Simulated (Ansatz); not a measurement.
Below is the output of a Python script on Ansatz 0.2.0, Python API that makes a single point in a Gaussian basis of CH₃F₂InSi, SMILES F[C]1(F)[SiH2][InH]1. Write a script that gives it. Level of theory: Hartree-Fock, def2-SVP basis, multiplicity 1.

```xyz
8

F     2.1545   -0.0499    0.5983
C     0.8718   -0.6169    0.4321
F     0.3595   -0.9923    1.6564
Si   -0.2430    0.5943   -0.3634
In   -0.9197   -1.2878   -0.7949
H    -0.2999    1.8705    0.3781
H     0.1105    0.8241   -1.7504
H    -1.9415   -0.3991   -0.2120
```

Running `python run_energy.py` prints:
```text
crystal:
  periodic: [false, false, false]
  atoms:
    - { symbol: F, position_ang: [2.1545, -0.0499, 0.5983] }
    - { symbol: C, position_ang: [0.8718, -0.6169, 0.4321] }
    - { symbol: F, position_ang: [0.3595, -0.9923, 1.6564] }
    - { symbol: Si, position_ang: [-0.243, 0.5943, -0.3634] }
    - { symbol: In, position_ang: [-0.9197, -1.2878, -0.7949] }
    - { symbol: H, position_ang: [-0.2999, 1.8705, 0.3781] }
    - { symbol: H, position_ang: [0.1105, 0.8241, -1.7504] }
    - { symbol: H, position_ang: [-1.9415, -0.3991, -0.212] }
basis:
  gaussian:
    orbitals: def2-SVP
hamiltonian:
  xc: hf

E = -19482.348449 eV = -715.9630999 Ha
converged: True  doubts: none
mean field: -715.9630999 Ha, <S^2> = 0.0000, stability: minimum
```

The script that was run (others could print the same):

Script `run_energy.py`:
```python
# -*- coding: utf-8 -*-
"""Single point of CH3F2InSi."""

import ansatz as az
from ase import Atoms

atoms = Atoms(["F", "C", "F", "Si", "In", "H", "H", "H"], positions=[
    [2.1545, -0.0499, 0.5983],
    [0.8718, -0.6169, 0.4321],
    [0.3595, -0.9923, 1.6564],
    [-0.243, 0.5943, -0.3634],
    [-0.9197, -1.2878, -0.7949],
    [-0.2999, 1.8705, 0.3781],
    [0.1105, 0.8241, -1.7504],
    [-1.9415, -0.3991, -0.212],
])
mol = az.Crystal.molecule_from_ase(atoms)

base = mol.calculation()
base = base.basis(gaussian="def2-SVP")
base = base.functional("hf")
print(base.to_yaml())
data = base.session().plan(threads=1).execute().report

print(f"E = {data['free_energy_ev']:.6f} eV = {data['free_energy_ev'] / 27.211386246:.7f} Ha")
print("converged:", data["converged"], " doubts:", data["published_state_doubts"] or "none")

state = data["mean_field"]["state"]
print(f"mean field: {state['energy']['hartree']:.7f} Ha, <S^2> = {abs(state['spin_squared']):.4f}, stability: {state.get('stability', {}).get('kind')}")
```

Notes:
- These settings explore the input space; basis and method may be short of convergence.
- The geometry is a force-field or estimated start, not a minimum of this method, and the basis set is short of its limit.
- def2 sets replace the cores of elements past krypton by effective core potentials.
- Wall time of the script: 3.6 s on 1 thread of Arm Neoverse N1, with other jobs on the host, peak memory 0.26 GiB.

(A comment or docstring line of the script was reworded after the run, the code is as it ran.)
